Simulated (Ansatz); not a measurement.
**TaC+ (triplet): wave-function methods side by side, def2-QZVPP**

The task here is to estimate one member of a computed series from the others.

The runs use Ansatz 0.2.0, Gaussian basis; def2-QZVPP, core rule «outside noble gas», up to 5 orbitals frozen.

The runs, in order: UHF; ROHF; CCSD(T) on UHF.

2 further runs of the same task are left out: 2 set aside as unsound or not needed. Runs told in other sessions of the task aren't counted.

## The system

The geometry is a PBE0/def2-TZVP stationary point (not a proven minimum) of the parent state, kept for this charge and spin. No spin-orbit coupling is included. Elements past krypton take def2 core potentials.

2 atoms, charge 1, spin multiplicity 3.

Atoms are counted from 1 here; the program's logs count them from 0.

Bond lengths: Ta1–C2 1.665 Å.

The first run:

Contents of in.yaml:

```yaml
crystal:
  periodic: [false, false, false]
  atoms:
    - {symbol: Ta, position_ang: [0.000000, 0.000000, 0.000000]}
    - {symbol: C, position_ang: [0.000000, 0.000000, 1.665400]}
basis:
  gaussian: {orbitals: "def2-QZVPP.json"}
total_charge: 1
magnetization: {spin_polarized: true, initial_magnetization: 2}
hamiltonian: {xc: hf}
output: {orbitals: {seedname: orbitals}}
```

The run is started by

```bash
ansatz run in.yaml --threads 1 --pin off --events-out ev --progress --plain --max-ram 4096MiB --backend cpu
```

Among the steps run: UHF; ROHF; CCSD(T) on UHF.

One of the session's tables, all rows but one given; the rest of the session is left out.

```
  method  from UCCSD(T) (kcal/mol)
    ROHF                   +173.35
     UHF                   +168.39
    UMP2                    +12.12
   UCCSD                         ?
UCCSD(T)                         0
```

Estimate the missing values for UCCSD.

**Answer.** from UCCSD(T) (kcal/mol): +11.12. In the column «from UCCSD(T) (kcal/mol)» it lies between UCCSD(T) (0) and UMP2 (+12.12).
